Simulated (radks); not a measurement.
# Cu¹⁹⁺ in [Ne]: an all-electron calculation

An exercise on one series of results from a longer session: the logs are not shown, and one member is left open.

The numbers are computed with radks (a radial shooting solver on a logarithmic mesh, Libxc functionals) version 1 (scalar-relativistic Kohn-Sham, Wu-Cohen GGA, spin-unpolarised, spherical densities, finite nucleus), except any that are marked as measured or tabulated.

## The system

- element: copper (Z = 29)
- charge: +19
- electrons: 10
- configuration: [Ne]
- nuclear rms radius: 3.8823 fm

The outer shells:

Cu¹⁹⁺
```
[He] core
2s [↑↓]
2p [↑↓][↑↓][↑↓]
```

The first run:

Settings of this run:

```text
Z 29
configuration [Ne] 3s0 3p0 3d0
relativity scalar-relativistic
functional wc,pbe
spin unpolarised
nucleus finite rms 3.8823 fm
c 137.035999084
```

One table of the session follows, with a row left open; its other results are not shown here.

It belongs to the step «Radial structure». The radial density on a logarithmic grid:

| r (bohr) | 4πr²ρ (e/bohr) |
| --- | --- |
| 0.00217 | 0.9821 |
| 0.00301 | 1.776 |
| 0.00421 | 3.194 |
| 0.00584 | 5.517 |
| 0.00817 | 9.294 |
| 0.0113 | 14.69 |
| 0.0159 | 21.82 |
| 0.0220 | ? |
| 0.0306 | 34.18 |
| 0.0428 | 34.18 |
| 0.0594 | 29.64 |
| 0.0831 | 26.75 |
| 0.115 | 31.40 |
| 0.162 | 37.32 |
| 0.224 | 30.84 |
| 0.314 | 13.98 |
| 0.436 | 2.922 |
| 0.609 | 0.1948 |

Q: Estimate the row for r (bohr) = 0.0220 from the others.

Worked estimate for «4πr²ρ (e/bohr)». A straight line through the neighbours (0.0159, 21.82) and (0.0306, 34.18) gives 21.82 + (34.18 − 21.82) × (0.0220 − 0.0159) / (0.0306 − 0.0159) = 26.95; a parabola fitted to 4 rows on both sides gives 28.58.

**Answer.** 4πr²ρ (e/bohr): 29.12. In «4πr²ρ (e/bohr)» the line misses by -2.17 and the parabola by -0.54.
